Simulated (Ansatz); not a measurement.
Working through a rigid torsion scan of C2H3BrF2, SMILES FCC(F)Br

Computed with the Ansatz DFT code, driven from Python.

Notebook, run cell by cell (the value of a cell's last expression is shown):

In [1]:
```python
import ansatz as az
from ase import Atoms
```

In [2]:
```python
atoms = Atoms(['F', 'C', 'C', 'F', 'Br', 'H', 'H', 'H'], positions=[
    (-1.29249, 1.22867, -0.08339),
    (-0.18683, 0.64424, 0.45706),
    (0.11287, -0.65678, -0.27772),
    (0.90438, -1.43865, 0.49111),
    (1.03637, -0.3458, -1.97651),
    (-0.40826, 0.41922, 1.5076),
    (0.63975, 1.35818, 0.38645),
    (-0.80578, -1.20909, -0.50459),
])
```

In [3]:
```python
# start the scan from a relaxed geometry
first = (
    az.Crystal.molecule_from_ase(atoms).calculation()
    .basis(gaussian='def2-SVP')
    .functional('r2SCAN', dispersion='d3bj')
    .relax(force_tolerance=0.02, max_steps=80)
)
atoms.positions = first.run().report['positions_ang']
```
```text
DeckWarning: the engine holds no damping parameters fitted to this dispersion correction and functional, so the run takes those fitted to r2scan beside the three-body term, which d3bj leaves out (hamiltonian.dispersion, under Limitations)
```

In [4]:
```python
start = atoms.get_dihedral(0, 1, 2, 3)
energies = {}
for turn in range(0, 360, 40):
    turned = atoms.copy()
    turned.set_dihedral(0, 1, 2, 3, start + turn, indices=[2, 3, 4, 7])
    model = (
        az.Crystal.molecule_from_ase(turned).calculation()
        .basis(gaussian='def2-SVP')
        .functional('r2SCAN', dispersion='d3bj')
    )
    energies[round((start + turn) % 360)] = model.run().report['free_energy_ev']
floor = min(energies.values())
print('dihedral F0-C1-C2-F3 (deg)   E - E(min) (eV)')
for angle, e in sorted(energies.items()):
    print(f'{angle:8d} {(e - floor):14.3f}  ' + '#' * int(30 * (e - floor) / max(max(energies.values()) - floor, 1e-9)))
```
```text
dihedral F0-C1-C2-F3 (deg)   E - E(min) (eV)
      23          0.261  #############################
      63          0.062  ######
     103          0.252  ############################
     143          0.218  ########################
     183          0.014  #
     223          0.164  ##################
     263          0.117  #############
     303          0.000
     343          0.264  ##############################
```

The lowest point is at 303° and the highest at 343°, 0.264 eV (25.5 kJ/mol) above it, with the rest of the molecule held.

Caveats:
- Warnings are shown shortened and without file and line.
- The scan is rigid and the energies are electronic, in a modest basis. With rigid groups the curve can differ much from the relaxed path, the start wasn't checked as a minimum of this torsion, and equivalent turns needn't return to the same energy.
- A dispersion term here runs with damping parameters fitted for another variant or functional.
- Finished in 110 s on 1 thread of Intel(R) Xeon(R) Platinum 8488C (Sapphire Rapids) (shared host), peak memory 0.24 GiB.
